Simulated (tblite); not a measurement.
# C2H6B3NO4: the cost of one run

Programs: tblite 0.8.0 and PySCF 2.14.0, with density-fitted response routines of our own. Each step states its level of theory. These are calculated values for one molecule, in the gas phase or a continuum, unless marked as measured. Atoms are numbered from 0 throughout.

## Step 1: The molecule as given

16 atoms, charge 0, multiplicity 1; geometry from: force field or distance geometry start.

Bonds of the start (Å): C0–C1 1.49, C1–O2 1.25, C1–N3 1.44, N3–B4 1.52, B4–O5 1.47, O5–B6 1.47, B6–O7 1.47, O7–B8 1.47, B8–O9 1.48, O9–B4 1.48, C0–H10 1.12, C0–H11 1.12, C0–H12 1.11, N3–H13 1.05, B6–H14 1.18, B8–H15 1.18.

## Step 2: Relaxing the molecule with GFN2-xTB

The job: settings as JSON, then the geometry in Å.

```
{"job": {"kind": "relax", "xc": "GFN2-xTB", "basis": "xTB"}, "charge": 0, "multiplicity": 1}
C     -2.838900    -0.182100     0.331300
C     -1.568000     0.424800    -0.149800
O     -1.532400     1.061000    -1.220500
N     -0.381400     0.298900     0.652700
B      0.988600     0.835300     0.258400
O      2.167500     0.509300     1.065500
B      2.812700    -0.565900     0.288800
O      3.224500    -0.259300    -1.087700
B      1.955300     0.141500    -1.723400
O      1.227500     1.287300    -1.128400
H     -3.600100    -0.193000    -0.489100
H     -3.248500     0.415100     1.180600
H     -2.677900    -1.220600     0.680700
H     -0.440500    -0.199400     1.578600
H      2.574700    -1.683900     0.584200
H      1.329400    -0.660000    -2.320000
```

On the command line:

```bash
OMP_NUM_THREADS=1 python probes_run.py task.json out
```

The driver reads the jobs from task.json and runs them one after another.

**Question.** How long does this first job take on 1 thread of Arm Neoverse N1, shared host, and how much memory does it need?

About 1.2 s, with a peak of 0.18 GiB.
